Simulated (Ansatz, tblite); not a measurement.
**Ga(OCMe2)H3 (C3H9GaO): a ladder of methods and basis sets**

Aim: run the singlet of Ga(OCMe2)H3 (C3H9GaO) at one geometry on many levels, and compare frontier levels, spin and run time.

Method: as each input shows; program: Ansatz 0.2.0, Gaussian basis.

The runs, in order: GFN1-xTB, GFN2-xTB, PBE-D4/def2-TZVP, r2SCAN-D4/def2-TZVP, LDA/def2-TZVP, HSE06-D4/def2-TZVP, CAM-B3LYP-D4/def2-TZVP, PBE-D4/def2-SVP, PBE0-D4/def2-SVP, CCSD(T)/def2-SVP, MP2/def2-TZVP.

2 further runs of the same task are left out: 2 set aside as unsound or not needed. Runs told in other sessions of the task aren't counted.

## (1) The geometry

The geometry is that of the singlet, from an earlier relaxation (r2SCAN-D4/def2-SVP).

14 atoms, charge 0, spin multiplicity 1.

Bond lengths: C1–C2 1.495 Å, C1–C3 1.494 Å, C1–O5 1.234 Å, C2–H6 1.103 Å, C2–H7 1.103 Å, C2–H8 1.097 Å, C3–H9 1.104 Å, C3–H10 1.103 Å, C3–H11 1.097 Å, Ga4–O5 2.104 Å, Ga4–H12 1.581 Å, Ga4–H13 1.581 Å, Ga4–H14 1.565 Å. Angles: C2–C1–C3 119.2°, C2–C1–O5 119.5°, C3–C1–O5 121.3°, C1–C2–H6 109.5°, C1–C2–H7 109.5°, C1–C2–H8 110.8°, H6–C2–H7 106.2°, H6–C2–H8 110.3°, H7–C2–H8 110.3°, C1–C3–H9 108.7°, C1–C3–H10 108.5°, C1–C3–H11 113.2°, H9–C3–H10 105.3°, H9–C3–H11 110.4°, H10–C3–H11 110.5°, O5–Ga4–H12 97.2°, O5–Ga4–H13 97.7°, O5–Ga4–H14 98.9° and more.

PBE0-D4/def2-TZVP was run before; its log isn't repeated, and its numbers join the tables.

## (2) GFN1-xTB

Tight binding, by tblite at 300 K electronic temperature and without a spin-polarisation term:

```python
tblite.interface.Calculator('GFN1-xTB', numbers, positions, charge=0, uhf=0).singlepoint()
```

Energy -469.1931 eV, HOMO -11.35 eV, LUMO -8.78 eV; 0.006 s.

## (3) GFN2-xTB

Tight binding, by tblite at 300 K electronic temperature and without a spin-polarisation term:

```python
tblite.interface.Calculator('GFN2-xTB', numbers, positions, charge=0, uhf=0).singlepoint()
```

Energy -442.7835 eV, HOMO -10.64 eV, LUMO -8.43 eV; 0.004 s.

## (4) PBE-D4/def2-TZVP

start.molden holds the orbitals of an earlier run on this state, given as this run's starting guess.

File in.yaml:

```yaml
crystal:
  periodic: [false, false, false]
  atoms:
    - {symbol: C, position_ang: [-0.019276, -0.020766, 0.607619]}
    - {symbol: C, position_ang: [-0.087753, -0.116455, 2.097925]}
    - {symbol: C, position_ang: [0.591774, 1.191508, -0.016858]}
    - {symbol: Ga, position_ang: [-0.496751, -1.061656, -2.182733]}
    - {symbol: O, position_ang: [-0.465705, -0.940952, -0.081996]}
    - {symbol: H, position_ang: [0.929487, -0.046036, 2.518634]}
    - {symbol: H, position_ang: [-0.646750, 0.746371, 2.497387]}
    - {symbol: H, position_ang: [-0.563576, -1.055145, 2.406701]}
    - {symbol: H, position_ang: [-0.152282, 1.657277, -0.685811]}
    - {symbol: H, position_ang: [1.414456, 0.868830, -0.677702]}
    - {symbol: H, position_ang: [0.953320, 1.920787, 0.719063]}
    - {symbol: H, position_ang: [1.064647, -0.963445, -2.410486]}
    - {symbol: H, position_ang: [-1.310581, 0.265244, -2.457929]}
    - {symbol: H, position_ang: [-1.211000, -2.445574, -2.333823]}
basis:
  gaussian: {orbitals: def2-TZVP, initial_orbitals: start.molden}
hamiltonian: {xc: pbe, dispersion: d4}
scf: {omitted_lower_state_checks: [starts]}
output: {forces: true, orbitals: {seedname: orbitals}}
```

Started as:

```console
> ansatz run in.yaml --threads 4 --pin off --events-out ev --progress --plain --max-ram 4787MiB
```

Standard output, shortened:

```text
Functional definition: PBE
  name "PBE"
  cite "Perdew, Burke & Ernzerhof, Phys. Rev. Lett. 77, 3865 (1996) doi:10.1103/PhysRevLett.77.3865"
  parent pbe
[...]
1455 factors; their error is unknown
[...]
mean field -57669.87383626 eV, -2119.3287734381 hartree, gradient 7.1e-6 eV, S^2 0.000000; 0 other end points of the search recorded, 0 dependent functions left out
[...]
reference -57669.87388716 eV, -2119.3287753088 hartree; 33, 33 occupied and 193, 193 virtual orbitals, 1455 factors
Total energy: -57670.16162570 eV, -2119.3393495049 hartree
Atom 0 at    -0.019276    -0.020766     0.607619 Å, force     0.141536     0.291612     0.140273 eV/Å
Atom 1 at    -0.087753    -0.116455     2.097925 Å, force    -0.017241    -0.030057     0.091936 eV/Å
Atom 2 at     0.591774     1.191508    -0.016858 Å, force     0.042571     0.085726    -0.045570 eV/Å
Atom 3 at    -0.496751    -1.061656    -2.182733 Å, force     0.017030     0.013910    -0.104898 eV/Å
Atom 4 at    -0.465705    -0.940952    -0.081996 Å, force    -0.183443    -0.349112    -0.035899 eV/Å
Atom 5 at     0.929487    -0.046036     2.518634 Å, force    -0.037976    -0.005646    -0.007657 eV/Å
Atom 6 at    -0.646750     0.746371     2.497387 Å, force     0.017872    -0.032718    -0.005588 eV/Å
Atom 7 at    -0.563576    -1.055145     2.406701 Å, force     0.028850     0.055312     0.006826 eV/Å
Atom 8 at    -0.152282     1.657277    -0.685811 Å, force     0.024177    -0.016091     0.023077 eV/Å
Atom 9 at     1.414456     0.868830    -0.677702 Å, force    -0.018332     0.018386     0.020343 eV/Å
Atom 10 at     0.953320     1.920787     0.719063 Å, force    -0.019167    -0.045040    -0.038793 eV/Å
Atom 11 at     1.064647    -0.963445    -2.410486 Å, force     0.168828     0.017921    -0.022827 eV/Å
Atom 12 at    -1.310581     0.265244    -2.457929 Å, force    -0.086167     0.150532    -0.021859 eV/Å
Atom 13 at    -1.211000    -2.445574    -2.333823 Å, force    -0.078538    -0.154734     0.000636 eV/Å
Dipole moment:     0.280700     0.597149     1.016442 e Å
Checks for a lower state left out: starts
```

Run time: 3.1 s. Hardware: 4 threads of Arm Neoverse V2, shared host.

HOMO -6.20 eV, LUMO -2.84 eV.

## (5) r2SCAN-D4/def2-TZVP

in.yaml, as its differences from that of step 4:

```diff
@@ -19,4 +19,4 @@
   gaussian: {orbitals: def2-TZVP, initial_orbitals: start.molden}
-hamiltonian: {xc: pbe, dispersion: d4}
+hamiltonian: {xc: r2scan, dispersion: d4}
 scf: {omitted_lower_state_checks: [starts]}
-output: {forces: true, orbitals: {seedname: orbitals}}
+output: {orbitals: {seedname: orbitals}}
```

Same command.

Standard output:

```text
Functional definition: r2SCAN
  name "r2SCAN"
  cite "Furness, Kaplan, Ning, Perdew & Sun, J. Phys. Chem. Lett. 11, 8208 (2020) doi:10.1021/acs.jpclett.0c02405"
  cite "Furness, Kaplan, Ning, Perdew & Sun, J. Phys. Chem. Lett. 11, 9248 (2020) doi:10.1021/acs.jpclett.0c03077"
  parent r2scan
  parameter k0 = 0.174
  parameter k1 = 0.065
  parameter a1 = 4.9479
  exchange = r2scan_x(k0 = k0, k1 = k1, a1 = a1)
  correlation = r2scan_c
these checks for a lower state are left out or cut short: starts
1455 factors; their error is unknown
mean field evaluation 1: about -57681.4071 eV, gradient 6.8e0 eV
mean field evaluation 2: about -57681.4577 eV, gradient 7.1e-2 eV
mean field evaluation 4: about -57681.4223 eV, gradient 4.4e-4 eV
mean field -57681.42233603 eV, -2119.7531729769 hartree, gradient 8.5e-6 eV, S^2 0.000000; 0 other end points of the search recorded, 0 dependent functions left out
reference -57681.42235100 eV, -2119.7531735269 hartree; 33, 33 occupied and 193, 193 virtual orbitals, 1455 factors
Total energy: -57681.49645987 eV, -2119.7558969776 hartree
Checks for a lower state left out: starts
```

Wall time 5.5 s (4 threads of Arm Neoverse V2, shared host).

HOMO -6.49 eV, LUMO -2.63 eV.

## (6) LDA/def2-TZVP

in.yaml, as its differences from that of step 5:

```diff
@@ -19,3 +19,3 @@
   gaussian: {orbitals: def2-TZVP, initial_orbitals: start.molden}
-hamiltonian: {xc: r2scan, dispersion: d4}
+hamiltonian: {xc: lda}
 scf: {omitted_lower_state_checks: [starts]}
```

Launched as before.

Standard output:

```text
Functional definition: SPW92
  name "SPW92"
  cite "Dirac, Proc. Camb. Phil. Soc. 26, 376 (1930) doi:10.1017/S0305004100016108"
  cite "Slater, Phys. Rev. 81, 385 (1951) doi:10.1103/PhysRev.81.385"
  cite "Perdew & Wang, Phys. Rev. B 45, 13244 (1992) doi:10.1103/PhysRevB.45.13244"
  exchange = slater_x
  correlation = pw_c
these checks for a lower state are left out or cut short: starts
1455 factors; their error is unknown
mean field evaluation 1: about -57555.9577 eV, gradient 4.2e1 eV
mean field evaluation 2: about -57556.5223 eV, gradient 9.2e-1 eV
mean field evaluation 4: about -57556.4938 eV, gradient 4.8e-1 eV
mean field evaluation 8: about -57556.4941 eV, gradient 1.3e-5 eV
mean field -57556.49409641 eV, -2115.1621448501 hartree, gradient 1.3e-5 eV, S^2 0.000000; 0 other end points of the search recorded, 0 dependent functions left out
reference -57556.49414392 eV, -2115.1621465961 hartree; 33, 33 occupied and 193, 193 virtual orbitals, 1455 factors
Total energy: -57556.49414392 eV, -2115.1621465961 hartree
Checks for a lower state left out: starts
```

Wall time 1.5 s (4 threads of Arm Neoverse V2, shared host).

From the report: HOMO -6.27 eV, LUMO -3.03 eV.

## (7) HSE06-D4/def2-TZVP

in.yaml, as its differences from that of step 6:

```diff
@@ -19,3 +19,3 @@
   gaussian: {orbitals: def2-TZVP, initial_orbitals: start.molden}
-hamiltonian: {xc: lda}
+hamiltonian: {xc: hse06, dispersion: d4}
 scf: {omitted_lower_state_checks: [starts]}
```

Launched as before.

Standard output, shortened:

```text
Functional definition: HSE06
  name "HSE06"
  cite "Heyd, Scuseria & Ernzerhof, J. Chem. Phys. 118, 8207 (2003) doi:10.1063/1.1564060"
  cite "Krukau, Vydrov, Izmaylov & Scuseria, J. Chem. Phys. 125, 224106 (2006) doi:10.1063/1.2404663"
  cite "Heyd & Scuseria, J. Chem. Phys. 120, 7274 (2004) doi:10.1063/1.1668634"
  cite "Ernzerhof & Perdew, J. Chem. Phys. 109, 3313 (1998) doi:10.1063/1.476928"
  cite "Perdew, Burke & Ernzerhof, Phys. Rev. Lett. 77, 3865 (1996) doi:10.1103/PhysRevLett.77.3865"
  parent pbe
[...]
  # The whole range is PBE's own exchange, as in plane waves. The composition of these papers is wPBEh.
[...]
1500 factors; their error is unknown
109 factors; integrals over basis functions are off by at most 4.1e-7 eV
[...]
mean field -57671.18392133 eV, -2119.3769181765 hartree, gradient 1.1e-5 eV, S^2 0.000000; 0 other end points of the search recorded, 0 dependent functions left out
reference -57671.18397140 eV, -2119.3769200164 hartree; 33, 33 occupied and 193, 193 virtual orbitals, 1500 factors
Total energy: -57671.41073582 eV, -2119.3852534551 hartree
Checks for a lower state left out: starts
```

Wall time 4.2 s (4 threads of Arm Neoverse V2, shared host); peak memory 0.68 GiB.

HOMO -7.02 eV, LUMO -2.14 eV.

## (8) CAM-B3LYP-D4/def2-TZVP

in.yaml, as its differences from that of step 7:

```diff
@@ -19,3 +19,3 @@
   gaussian: {orbitals: def2-TZVP, initial_orbitals: start.molden}
-hamiltonian: {xc: hse06, dispersion: d4}
+hamiltonian: {xc: {name: CAM-B3LYP}, dispersion: d4}
 scf: {omitted_lower_state_checks: [starts]}
```

Launched as before.

Standard output, shortened:

```text
Functional definition: CAM-B3LYP
  name "CAM-B3LYP"
  cite "Yanai, Tew & Handy, Chem. Phys. Lett. 393, 51 (2004) doi:10.1016/j.cplett.2004.06.011"
  cite "Iikura, Tsuneda, Yanai & Hirao, J. Chem. Phys. 115, 3540 (2001) doi:10.1063/1.1383587"
  cite "Becke, Phys. Rev. A 38, 3098 (1988) doi:10.1103/PhysRevA.38.3098"
  cite "Lee, Yang & Parr, Phys. Rev. B 37, 785 (1988) doi:10.1103/PhysRevB.37.785"
  cite "Vosko, Wilk & Nusair, Can. J. Phys. 58, 1200 (1980) doi:10.1139/p80-159"
[...]
  # Exact exchange under (alpha + beta erf(omega r))/r, Becke's under what is left of 1/r.
[...]
1490 factors; their error is unknown
420 factors; integrals over basis functions are off by at most 1.4e-5 eV
[...]
mean field -57685.43058404 eV, -2119.9004733744 hartree, gradient 2.7e-5 eV, S^2 0.000000; 0 other end points of the search recorded, 0 dependent functions left out
reference -57685.43073961 eV, -2119.9004790914 hartree; 33, 33 occupied and 193, 193 virtual orbitals, 1490 factors
Total energy: -57685.67733117 eV, -2119.9095411640 hartree
Checks for a lower state left out: starts
```

It took 4.5 s on 4 threads of Arm Neoverse V2, shared host; peak memory 0.74 GiB.

From the report: HOMO -8.81 eV, LUMO -0.54 eV.

## (9) PBE-D4/def2-SVP

in.yaml, as its differences from that of step 8:

```diff
@@ -18,4 +18,4 @@
 basis:
-  gaussian: {orbitals: def2-TZVP, initial_orbitals: start.molden}
-hamiltonian: {xc: {name: CAM-B3LYP}, dispersion: d4}
+  gaussian: {orbitals: def2-SVP, initial_orbitals: start.molden}
+hamiltonian: {xc: pbe, dispersion: d4}
 scf: {omitted_lower_state_checks: [starts]}
```

Launched as before.

Standard output:

```text
Functional definition: PBE
  name "PBE"
  cite "Perdew, Burke & Ernzerhof, Phys. Rev. Lett. 77, 3865 (1996) doi:10.1103/PhysRevLett.77.3865"
  parent pbe
  parameter kappa = 0.804
  parameter beta = 0.06672455060314922
  exchange = pbe_x(kappa = kappa, mu = beta*pi^2/3)
  correlation = pbe_c(beta = beta)
these checks for a lower state are left out or cut short: starts
1494 factors; their error is unknown
mean field evaluation 1: about -57657.0458 eV, gradient 9.1e0 eV
mean field evaluation 2: about -57657.2647 eV, gradient 1.8e-1 eV
mean field evaluation 4: about -57657.2053 eV, gradient 7.0e-4 eV
mean field -57657.20532685 eV, -2118.8632143042 hartree, gradient 7.7e-6 eV, S^2 0.000000; 0 other end points of the search recorded, 0 dependent functions left out
reference -57657.20537386 eV, -2118.8632160319 hartree; 33, 33 occupied and 100, 100 virtual orbitals, 1494 factors
Total energy: -57657.49311239 eV, -2118.8737902280 hartree
Checks for a lower state left out: starts
```

Run time: 1.6 s. Hardware: 4 threads of Arm Neoverse V2, shared host.

Report: HOMO -6.13 eV, LUMO -2.77 eV.

## (10) PBE0-D4/def2-SVP

in.yaml, as its differences from that of step 9:

```diff
@@ -19,3 +19,3 @@
   gaussian: {orbitals: def2-SVP, initial_orbitals: start.molden}
-hamiltonian: {xc: pbe, dispersion: d4}
+hamiltonian: {xc: pbe0, dispersion: d4}
 scf: {omitted_lower_state_checks: [starts]}
```

Same command.

Standard output:

```text
Functional definition: PBE0
  name "PBE0"
  cite "Adamo & Barone, J. Chem. Phys. 110, 6158 (1999) doi:10.1063/1.478522"
  cite "Perdew, Burke & Ernzerhof, Phys. Rev. Lett. 77, 3865 (1996) doi:10.1103/PhysRevLett.77.3865"
  parent pbe
  parameter a = 0.25
  parameter kappa = 0.804
  parameter beta = 0.06672455060314922
  exchange = (1 - a)*pbe_x(kappa = kappa, mu = beta*pi^2/3) + a*exact_x
  correlation = pbe_c(beta = beta)
these checks for a lower state are left out or cut short: starts
1528 factors; their error is unknown
mean field evaluation 1: about -57658.7067 eV, gradient 6.4e0 eV
mean field evaluation 2: about -57658.8041 eV, gradient 7.3e-2 eV
mean field evaluation 4: about -57658.9669 eV, gradient 1.4e-4 eV
mean field -57658.96689045 eV, -2118.9279505727 hartree, gradient 1.5e-5 eV, S^2 0.000000; 0 other end points of the search recorded, 0 dependent functions left out
reference -57658.96692605 eV, -2118.9279518808 hartree; 33, 33 occupied and 100, 100 virtual orbitals, 1528 factors
Total energy: -57659.21078732 eV, -2118.9369136172 hartree
Checks for a lower state left out: starts
```

Wall time 2.1 s (4 threads of Arm Neoverse V2, shared host).

From the report: HOMO -7.38 eV, LUMO -1.71 eV.

## (11) CCSD(T)/def2-SVP

in.yaml, as its differences from that of step 10:

```diff
@@ -19,3 +19,3 @@
   gaussian: {orbitals: def2-SVP, initial_orbitals: start.molden}
-hamiltonian: {xc: pbe0, dispersion: d4}
+correlation: {method: ccsd_t}
 scf: {omitted_lower_state_checks: [starts]}
```

The command is unchanged.

Standard output, shortened:

```text
Functional definition: HF
  name "HF"
  cite "Fock, Z. Phys. 61, 126 (1930) doi:10.1007/BF01340294"
  parent pbe
[...]
1358 factors; integrals over basis functions are off by at most 1.5e-3 eV
[...]
mean field -57594.37545096 eV, -2116.5542589529 hartree, gradient 1.6e-6 eV, S^2 0.000000; 0 other end points of the search recorded, 0 dependent functions left out
13 core orbitals not correlated: weight in the atoms' cores, before any rotation towards them, 1.000 or more for the frozen orbitals, at most 0.000 for the correlated occupied ones
reference -57594.37545096 eV, -2116.5542589529 hartree; 20, 20 occupied and 100, 100 virtual orbitals, 1358 factors
second order -22.65001829 eV of doubles, -0.00000000 eV of singles
cycle   1  -22.99092490 eV  change   -3.4e-1 eV  update   1.3e-1
[...]
cycle  10  -23.93024152 eV  change    7.3e-6 eV  update   1.3e-5
perturbative correction -0.75208665 eV, -0.0276386745 hartree
Total energy: -57619.05777912 eV, -2117.4613177826 hartree
Checks for a lower state left out: starts
```

Wall time 22 s (4 threads of Arm Neoverse V2, shared host); peak memory 0.95 GiB.

Report: Hartree-Fock HOMO -10.39 eV, LUMO 2.60 eV; T1 0.014.

## (12) MP2/def2-TZVP

in.yaml, as its differences from that of step 11:

```diff
@@ -18,4 +18,4 @@
 basis:
-  gaussian: {orbitals: def2-SVP, initial_orbitals: start.molden}
-correlation: {method: ccsd_t}
+  gaussian: {orbitals: def2-TZVP, initial_orbitals: start.molden}
+correlation: {method: mp2}
 scf: {omitted_lower_state_checks: [starts]}
```

Launched as before.

Standard output:

```text
Functional definition: HF
  name "HF"
  cite "Fock, Z. Phys. 61, 126 (1930) doi:10.1007/BF01340294"
  parent pbe
  exchange = exact_x
  correlation = 0
these checks for a lower state are left out or cut short: starts
1570 factors; integrals over basis functions are off by at most 1.3e-3 eV
mean field evaluation 1: about -57605.7116 eV, gradient 3.2e1 eV
mean field evaluation 2: about -57606.8333 eV, gradient 1.3e0 eV
mean field evaluation 4: about -57607.0708 eV, gradient 1.3e-2 eV
mean field evaluation 8: about -57607.0708 eV, gradient 9.1e-7 eV
mean field -57607.07081297 eV, -2117.0208049015 hartree, gradient 2.5e-6 eV, S^2 0.000000; 0 other end points of the search recorded, 0 dependent functions left out
13 core orbitals not correlated: weight in the atoms' cores, before any rotation towards them, 1.000 or more for the frozen orbitals, at most 0.000 for the correlated occupied ones
reference -57607.07081297 eV, -2117.0208049015 hartree; 20, 20 occupied and 193, 193 virtual orbitals, 1570 factors
second order -26.26585694 eV of doubles, -0.00000000 eV of singles
Total energy: -57633.33666990 eV, -2117.9860573403 hartree
Checks for a lower state left out: starts
```

It took 3.8 s on 4 threads of Arm Neoverse V2, shared host; peak memory 0.57 GiB.

Hartree-Fock HOMO -10.40 eV, LUMO 2.56 eV.

## (13) Comparison

```tsv
level	functions	HOMO (eV)	LUMO (eV)	gap (eV)	time
LDA/def2-TZVP	226	-6.27	-3.03	3.24	1.5 s
PBE-D4/def2-SVP	133	-6.13	-2.77	3.36	1.6 s
PBE-D4/def2-TZVP	226	-6.20	-2.84	3.36	3.1 s
r2SCAN-D4/def2-TZVP	226	-6.49	-2.63	3.86	5.5 s
PBE0-D4/def2-SVP	133	-7.38	-1.71	5.67	2.1 s
PBE0-D4/def2-TZVP	226	-7.43	-1.75	5.68	5 s
HSE06-D4/def2-TZVP	226	-7.02	-2.14	4.89	4.2 s
CAM-B3LYP-D4/def2-TZVP	226	-8.81	-0.54	8.28	4.5 s
```

The pieces so far (eV):

```tsv
basis	HF	MP2 correlation	CCSD correlation	(T)	total
def2-SVP	-57594.3755	-22.6500	-23.9302	-0.7521	-57619.0578
def2-TZVP	-57607.0708	-26.2659			-57633.3367 (MP2)
```

The correlation energy is far from converged in these sets, so it jumps between bases; where outer-core shells are correlated, the sets cover them unevenly.

## (14) Binding energy

Free atoms were run apart at each level; binding is atoms less cluster, divided by the number of atoms, without zero-point or spin-orbit terms.

```tsv
method	binding an atom (eV)	from CCSD(T)/def2-SVP (eV)	time
HF/def2-SVP	2.781	-0.776	
HF/def2-TZVP	2.733	-0.824	
LDA/def2-TZVP	4.214	+0.657	1.5 s
PBE-D4/def2-SVP	3.790	+0.233	1.6 s
PBE-D4/def2-TZVP	3.751	+0.194	3.1 s
r2SCAN-D4/def2-TZVP	3.712	+0.155	5.5 s
PBE0-D4/def2-SVP	3.736	+0.179	2.1 s
PBE0-D4/def2-TZVP	3.696	+0.139	5 s
HSE06-D4/def2-TZVP	3.698	+0.141	4.2 s
CAM-B3LYP-D4/def2-TZVP	3.714	+0.157	4.5 s
MP2/def2-SVP	3.573	+0.016	
MP2/def2-TZVP	3.604	+0.047	3.8 s
CCSD/def2-SVP	3.522	-0.035	
CCSD(T)/def2-SVP	3.557	0	22 s
```

Among the levels timed on like hardware and quicker than the yardstick, those that no quicker one beats, quickest first: LDA/def2-TZVP (1.5 s, +0.657 eV); PBE-D4/def2-SVP (1.6 s, +0.233 eV); PBE0-D4/def2-SVP (2.1 s, +0.179 eV); MP2/def2-TZVP (3.8 s, +0.047 eV).

## (15) Summary of results

```
                                                 quantity                                  value
gap in def2-TZVP, named functionals, smallest and largest  3.24 eV (LDA), 8.28 eV (CAM-B3LYP-D4)
                     correlation energy, CCSD(T)/def2-SVP                              -24.68 eV
                        correlation energy, MP2/def2-TZVP                              -26.27 eV
                        binding an atom, CCSD(T)/def2-SVP                               3.557 eV
          PBE0 total energy, smallest basis above largest         12.54 eV (def2-SVP, def2-TZVP)
```

**Reading.** Orbital gaps of the named functionals in def2-TZVP span 3.24 eV (LDA) to 8.28 eV (CAM-B3LYP-D4); exact exchange widens it. The functionals in def2-TZVP miss CCSD(T)/def2-SVP by +0.139 (PBE0-D4) to +0.657 eV (LDA) an atom. The yardstick is in a double-zeta basis, so levels in larger sets aren't compared like for like. The reference is CCSD(T) in one finite basis, so it carries an error of its own, often a tenth of an eV or more, and near misses can't be ranked.

MP2/def2-TZVP reaches 0.047 eV from the reference in 3.8 s, where CCSD(T)/def2-SVP took 22 s; the quickest level in the cost chart, LDA/def2-TZVP, takes 1.5 s and misses by 0.657 eV. The slowest run with a step of its own, CCSD(T)/def2-SVP, took 22 s; the quickest functional in def2-TZVP took 1.5 s (shared host).
